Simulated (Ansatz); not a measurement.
# LiCaF3 (Pm-3m) in Ansatz: convergence with wavefunction cutoff

Aim: find how far wavefunction cutoff must go before the results for LiCaF3 settle, at PBE. This setting moves, with any that are tied to it; all else stays.

Program: Ansatz 0.2.0. These are calculated values, not measurements. Logs are shortened: lines on timing, memory, paths and dates and some standing lists are left out, and cuts for length are marked.

### 1 Starting point

The structure is cubic, space group Pm-3m (No. 221). Conventional cell: a = 3.761 Å, b = 3.761 Å, c = 3.761 Å, α = 90.00°, β = 90.00°, γ = 90.00°. Ca (site symmetry m-3m) is surrounded by 12 F at 2.66 Å. F (site symmetry 4/mmm) is surrounded by 2 Li at 1.88 Å. Li (site symmetry m-3m) is surrounded by 6 F at 1.88 Å.

The cell comes from a database or a generator and needn't be the stable form of this composition.

### 2 With wavefunction cutoff 400 eV

File input.yaml:

```yaml
crystal:
  lattice:
    - [3.761244, 0.0, 0.0]
    - [0.0, 3.761244, 0.0]
    - [0.0, 0.0, 3.761244]
  atoms:
    - { symbol: Ca, position: [0.0, 0.0, 0.0] }
    - { symbol: F, position: [0.5, 0.0, 0.5] }
    - { symbol: F, position: [0.5, 0.5, 0.0] }
    - { symbol: F, position: [0.0, 0.5, 0.5] }
    - { symbol: Li, position: [0.5, 0.5, 0.5] }
hamiltonian:
  xc: pbe
  pseudopotentials: { kind: nc, accuracy: stringent }
kpoints:
  mp_grid: { grid: [6, 6, 6] }
scf:
  occupations: { method: gaussian, width: 0.05 }
output:
  forces: true
  stress: true
  eigenvalues: true
basis:
  ecutwfc: "400 eV"
```

Potentials or basis: PseudoDojo stringent (PBE files).

The run is started by

```sh
$ ansatz run input.yaml --threads 2 --pin off --max-ram 5632MiB --backend cpu --events-out ev --progress --plain --runs-dir out
```

The log of the run:

```text
Warning: basis.ecutwfc = 400 eV is below the records' recommended 1306.14654 eV, and the density's cutoff is lower with it unless basis.ecutrho_ratio is high enough to keep the records' density cutoff: compare with a run at a higher cutoff
Warning: RAYON_NUM_THREADS=2 ignored (pool sized by the plan → 2); use --threads N
Engine: ansatz 0.2.0, aarch64-unknown-linux-gnu
Pseudopotentials: kind: nc
Pseudopotential: Ca, nc, valence charge 10, recommended cutoff 925.187132 eV (normal), Ca.nc.azcp (PseudoDojo's, or run here from an input of PseudoDojo's; its table is named by hamiltonian.pseudopotentials.accuracy)
Pseudopotential: F, nc, valence charge 7, recommended cutoff 1142.878222 eV (normal), F.nc.azcp (PseudoDojo's, or run here from an input of PseudoDojo's; its table is named by hamiltonian.pseudopotentials.accuracy)
Pseudopotential: Li, nc, valence charge 3, recommended cutoff 1306.14654 eV (normal), Li.nc.azcp (PseudoDojo's, or run here from an input of PseudoDojo's; its table is named by hamiltonian.pseudopotentials.accuracy)
Functional definition: PBE
  parameter kappa = 0.804
  parameter beta = 0.06672455060314922
  exchange = pbe_x(kappa = kappa, mu = beta*pi^2/3)
  correlation = pbe_c(beta = beta)
Crystal: 5 atoms, lattice volume = 53.210 Å³
Basis set: ecut = 400 eV, 949 PW (Γ), exchange–correlation on 50×50×50 points (8 copies of the dense FFT grid, shifted against one another)
Bands: 22, of which v1, the nominal top of the filled ones, is band 17 counted from 1 (16 counted from 0)
Symmetry: 48 space group operations
Space group: Pm-3m (ITA 221), of the structure as read, at distance tolerance 3.8e-5 Å
k-points: 20 of 216
Non-local potential: Ca, projectors of the file, l = 0: 2, l = 1: 2, l = 2: 2
Non-local potential: F, projectors of the file, l = 0: 2, l = 1: 2, l = 2: 1
Non-local potential: Li, projectors of the file, l = 0: 2, l = 1: 2
Initial density: superposition of atomic densities (chi_scale 0.1, normalization cell, long waves kept (reshape's long-wave potential 0.01 eV rms))
Initial wavefunctions: pseudopotential atomic-orbital guess
Functional: x = pbe(κ = 0.804, μ = 0.2195149727645171), c = pbe(β = 0.06672455060314922)
SCF iter   1: F=—  HF=-3229.645031 eV  |F-HF|=—  |Δ(HF+E_count)|=         —  Δρ=4.02e-1  dr2=5.10e1  ethr=3.10e-3  ⟨swp⟩=8.9  Hψ=2703  notcnv=0
preconditioner: auto → Resta (q_TF=auto, 2.532 Å⁻¹)  ε∞=5.1  [insulator: Δε(μ)=0.410 eV  Ē_g=13.726 eV  σ=0.050 eV  W_gap=1.00  n_scr=18 (ndim 8)  ℏωp=27.9 eV  f_vac=0.000  D(μ)=0.00/eV (n_scr^D=0)  ε∞_Penn≈5.1]
SCF iter   2: F=—  HF=-3217.560465 eV  |F-HF|=—  |Δ(HF+E_count)|=    1.21e1  Δρ=1.13e-1  dr2=1.18e0  ethr=3.10e-3  ⟨swp⟩=4.0  Hψ=1259  notcnv=0  defer=19
SCF iter   3: F=—  HF=-3217.620487 eV  |F-HF|=—  |Δ(HF+E_count)|=   6.00e-2  Δρ=5.90e-2  dr2=3.54e-1  ethr=3.10e-3  ⟨swp⟩=2.0  Hψ=679  notcnv=0  defer=20
SCF iter   4: F=—  HF=-3217.651673 eV  |F-HF|=—  |Δ(HF+E_count)|=   3.12e-2  Δρ=3.70e-3  dr2=4.21e-3  ethr=1.04e-3  ⟨swp⟩=2.6  Hψ=741  notcnv=0
automatic band count: iteration 4 solves 21 bands in place of 22: the levels show a gap, and the empty bands left out lie too high to hold charge; the band table lists the bands solved (type scf.n_extra_bands for more)
SCF iter   5: F=—  HF=-3217.655422 eV  |F-HF|=—  |Δ(HF+E_count)|=   3.75e-3  Δρ=5.67e-4  dr2=1.40e-4  ethr=1.24e-5  ⟨swp⟩=2.5  Hψ=857  notcnv=0
SCF iter   6: F=—  HF=-3217.655457 eV  |F-HF|=—  |Δ(HF+E_count)|=   3.50e-5  Δρ=1.43e-4  dr2=1.87e-5  ethr=4.11e-7  ⟨swp⟩=2.9  Hψ=807  notcnv=0
SCF iter   7: F=—  HF=-3217.658202 eV  |F-HF|=—  |Δ(HF+E_count)|=   2.75e-3  Δρ=9.14e-5  dr2=1.93e-6  ethr=5.51e-8  ⟨swp⟩=2.1  Hψ=762  notcnv=0
SCF iter   8: F=—  HF=-3217.658203 eV  |F-HF|=—  |Δ(HF+E_count)|=   7.12e-7  Δρ=1.26e-5  dr2=1.15e-7  ethr=5.67e-9  ⟨swp⟩=2.0  Hψ=694  notcnv=0
SCF iter   9: F=-3217.658203 eV  HF=-3217.658203 eV  |F-HF|=3.35e-9  |Δ(HF+E_count)|=   4.32e-8  Δρ=6.28e-6  dr2=5.58e-9  ethr=2.94e-10  ⟨swp⟩=6.0  Hψ=1941  notcnv=0
SCF 1 converged in 9 iterations: F = -3217.658203 eV  dr2 = 5.58e-9
SCF converged after 9 iterations
Free energy (F): -3217.658203 eV
Harris-Foulkes:  -3217.658203 eV  (|F-HF|=3.35e-9)
Internal energy: -3217.658203 eV  (E = F + TS)
E sigma→0 (E₀):  -3217.658203 eV
Fermi energy:    7.564506 eV
--- Per-component energies (eV) ---
  E_band       = -280.989832
  E_kinetic    = 1666.601728
  E_local      = -2458.430153  (includes V_loc(G=0)·N_el)
  E_nonlocal   = -128.746237
  E_hartree    = 690.498221
  E_xc         = -685.793743
  E_vxc        = -741.411154  (∫ρ·V_xc dr)
  E_ewald      = -2301.788020
  E_smearing   = -0.000000  (= −TS)
  E_closure    = 0.000000  (closes the sum)
  Σ components = -3217.658203   (vs F -3217.658203, Δ=0.00e0)
--- Forces (eV/Å), atoms counted from 1 ---
  atom   1  Ca    -0.00000000    -0.00000000    -0.00000000
  atom   2  F     -0.00000000    -0.00000000     0.00000000
  atom   3  F      0.00000000     0.00000000     0.00000000
  atom   4  F      0.00000000    -0.00000000     0.00000000
  atom   5  Li     0.00000000    -0.00000000     0.00000000
  max |Σ_I F_I| component: 7.27e-29 eV/Å
--- Stress (GPa, compression-positive) ---
        9.980718       0.000000       0.000000
        0.000000       9.980718       0.000000
        0.000000       0.000000       9.980718
  P = ⅓ Tr σ = 9.9807 GPa (99.807 kbar)
--- Band table (eV; the first three rows and the last of 20) ---
  k-point 0: bands = ["-34.1834", "-32.7741", "-19.1189", "-18.4593", "-18.4593", "-14.4097", "-14.4097", "-14.4097", "1.5932", "1.5932", "1.5932", "3.7092", "3.7092", "3.7092", "4.0434", "4.0434", "4.0434", "10.7484", "11.3028", "11.3028", "13.2466"]
  k-point 1: bands = ["-34.3532", "-32.8498", "-19.1000", "-18.5259", "-18.4591", "-14.4075", "-14.4075", "-14.3944", "1.5257", "1.5742", "1.5742", "3.3465", "3.3465", "3.4155", "3.8013", "3.8971", "3.8971", "11.3504", "11.6205", "11.6551", "13.2152"]
  k-point 2: bands = ["-34.3317", "-32.8454", "-19.0466", "-18.6682", "-18.4567", "-14.3997", "-14.3997", "-14.3575", "1.5828", "1.5828", "1.8935", "2.9073", "3.1867", "3.1867", "3.4621", "3.9434", "3.9434", "12.0512", "12.3163", "13.0881", "13.3159"]
  k-point 19: bands = ["-34.2973", "-32.8219", "-18.7461", "-18.7461", "-18.7461", "-14.5038", "-14.5038", "-14.5038", "1.2395", "1.6526", "1.6526", "1.6526", "4.2346", "4.2346", "4.3802", "4.3802", "4.3802", "12.2483", "12.2483", "12.2483", "14.1160"]
```

Run time: 0.86 s. Hardware: 2 threads of Arm Neoverse V1, shared host; peak memory 0.25 GiB.

What came out:

| Property | Result |
| --- | --- |
| Free energy | -3217.6582 eV |
| Pressure | 10.0 GPa |
| Band gap on the k mesh | 6.37 eV, indirect (least direct gap 6.70 eV) |

### 3 With wavefunction cutoff 500 eV

Changes to input.yaml since step 2:

```diff
@@ -23,2 +23,2 @@
 basis:
-  ecutwfc: "400 eV"
+  ecutwfc: "500 eV"
```

Potentials or basis: PseudoDojo stringent (PBE files).

The run is started by

```sh
$ ansatz run input.yaml --threads 2 --pin off --max-ram 5632MiB --backend cpu --events-out ev --progress --plain --runs-dir out
```

Run time: 1.1 s. Hardware: 2 threads of Arm Neoverse V1, shared host; peak memory 0.27 GiB.

What came out:

| Quantity | Value |
| --- | --- |
| Free energy | -3249.0114 eV |
| Pressure | -4.4 GPa |
| Band gap on the k mesh | 6.62 eV, indirect (least direct gap 6.70 eV) |

### 4 With wavefunction cutoff 600 eV

Changes to input.yaml since step 3:

```diff
@@ -23,2 +23,2 @@
 basis:
-  ecutwfc: "500 eV"
+  ecutwfc: "600 eV"
```

The run is started by

```sh
$ ansatz run input.yaml --threads 2 --pin off --max-ram 5632MiB --backend cpu --events-out ev --progress --plain --runs-dir out
```

Run time: 1.3 s. Hardware: 2 threads of Arm Neoverse V1, shared host; peak memory 0.29 GiB.

What came out:

```
Free energy            : -3264.5145 eV
Pressure               : 1.1 GPa
Band gap on the k mesh : 6.49 eV, indirect (least direct gap 6.72 eV)
```

### 5 With wavefunction cutoff 700 eV

Changes to input.yaml since step 4:

```diff
@@ -23,2 +23,2 @@
 basis:
-  ecutwfc: "600 eV"
+  ecutwfc: "700 eV"
```

The run is started by

```sh
$ ansatz run input.yaml --threads 2 --pin off --max-ram 5632MiB --backend cpu --events-out ev --progress --plain --runs-dir out
```

It took 1.7 s on 2 threads of Arm Neoverse V1, shared host; peak memory 0.31 GiB.

Results:

```yaml
Free_energy: -3271.2304 eV
Pressure: -0.8 GPa
Band_gap_on_the_k_mesh: 6.56 eV, indirect (least direct gap 6.63 eV)
```

### 6 With wavefunction cutoff 850 eV

Changes to input.yaml since step 5:

```diff
@@ -23,2 +23,2 @@
 basis:
-  ecutwfc: "700 eV"
+  ecutwfc: "850 eV"
```

Potentials or basis: PseudoDojo stringent (PBE files).

The run is started by

```sh
$ ansatz run input.yaml --threads 2 --pin off --max-ram 5632MiB --backend cpu --events-out ev --progress --plain --runs-dir out
```

Wall time 2.3 s (2 threads of Arm Neoverse V1, shared host); peak memory 0.33 GiB.

It converged, with:

```
Free energy            : -3274.2622 eV
Pressure               : -0.3 GPa
Band gap on the k mesh : 6.52 eV, indirect (least direct gap 6.62 eV)
```

### 7 With wavefunction cutoff 1000 eV

Changes to input.yaml since step 6:

```diff
@@ -23,2 +23,2 @@
 basis:
-  ecutwfc: "850 eV"
+  ecutwfc: "1000 eV"
```

The run is started by

```sh
$ ansatz run input.yaml --threads 2 --pin off --max-ram 5632MiB --backend cpu --events-out ev --progress --plain --runs-dir out
```

Run time: 2.9 s. Hardware: 2 threads of Arm Neoverse V1, shared host; peak memory 0.36 GiB.

It converged, with:

* Free energy: -3274.7581 eV
* Pressure: -0.4 GPa
* Band gap on the k mesh: 6.51 eV, indirect (least direct gap 6.62 eV)

### 8 With wavefunction cutoff 1200 eV

Changes to input.yaml since step 7:

```diff
@@ -23,2 +23,2 @@
 basis:
-  ecutwfc: "1000 eV"
+  ecutwfc: "1200 eV"
```

The run is started by

```sh
$ ansatz run input.yaml --threads 2 --pin off --max-ram 5632MiB --backend cpu --events-out ev --progress --plain --runs-dir out
```

It took 3.5 s on 2 threads of Arm Neoverse V1, shared host; peak memory 0.41 GiB.

Results (log left out):

```yaml
Free_energy: -3274.8117 eV
Pressure: -0.4 GPa
Band_gap_on_the_k_mesh: 6.51 eV, indirect (least direct gap 6.62 eV)
```

### 9 With wavefunction cutoff 1400 eV

Changes to input.yaml since step 8:

```diff
@@ -23,2 +23,2 @@
 basis:
-  ecutwfc: "1200 eV"
+  ecutwfc: "1400 eV"
```

Potentials or basis: PseudoDojo stringent (PBE files).

The run is started by

```sh
$ ansatz run input.yaml --threads 2 --pin off --max-ram 5632MiB --backend cpu --events-out ev --progress --plain --runs-dir out
```

Wall time 4.2 s (2 threads of Arm Neoverse V1, shared host); peak memory 0.44 GiB.

The run converged. Its results:

```
Free energy            : -3274.8141 eV
Pressure               : -0.4 GPa
Band gap on the k mesh : 6.51 eV, indirect (least direct gap 6.62 eV)
```

### 10 With wavefunction cutoff 1700 eV

Changes to input.yaml since step 9:

```diff
@@ -23,2 +23,2 @@
 basis:
-  ecutwfc: "1400 eV"
+  ecutwfc: "1700 eV"
```

The run is started by

```sh
$ ansatz run input.yaml --threads 2 --pin off --max-ram 5632MiB --backend cpu --events-out ev --progress --plain --runs-dir out
```

Run time: 6.2 s. Hardware: 2 threads of Arm Neoverse V1, shared host; peak memory 0.52 GiB.

The run converged. Its results:

| Item | Value |
| --- | --- |
| Free energy | -3274.8146 eV |
| Pressure | -0.4 GPa |
| Band gap on the k mesh | 6.51 eV, indirect (least direct gap 6.62 eV) |

### 11 Summary

| wavefunction cutoff | energy less the tightest run, at zero smearing (meV/atom) | pressure (GPa) | gap on the mesh (eV) | SCF cycles | CPU time (s) | peak memory (GiB) |
| --- | --- | --- | --- | --- | --- | --- |
| 400 eV | 11431.29 | 9.98 | 6.368 | 9 | 1.6 | 0.25 |
| 500 eV | 5160.65 | -4.37 | 6.617 | 8 | 2 | 0.27 |
| 600 eV | 2060.02 | 1.14 | 6.491 | 9 | 2.5 | 0.29 |
| 700 eV | 716.85 | -0.77 | 6.559 | 8 | 3.3 | 0.31 |
| 850 eV | 110.48 | -0.27 | 6.518 | 9 | 4.4 | 0.33 |
| 1000 eV | 11.30 | -0.36 | 6.511 | 9 | 5.6 | 0.36 |
| 1200 eV | 0.58 | -0.37 | 6.510 | 9 | 6.9 | 0.41 |
| 1400 eV | 0.12 | -0.37 | 6.510 | 9 | 8.1 | 0.44 |
| 1700 eV | 0.00 | -0.37 | 6.510 | 9 | 12 | 0.52 |

Against the tightest run, the energy stays within 1 meV/atom from 1200 eV on; the pressure stays within 0.1 GPa from 1000 eV on; the gap on the mesh stays within 0.01 eV from 850 eV on. The tightest run that finished is the yardstick and may itself not be fully converged.
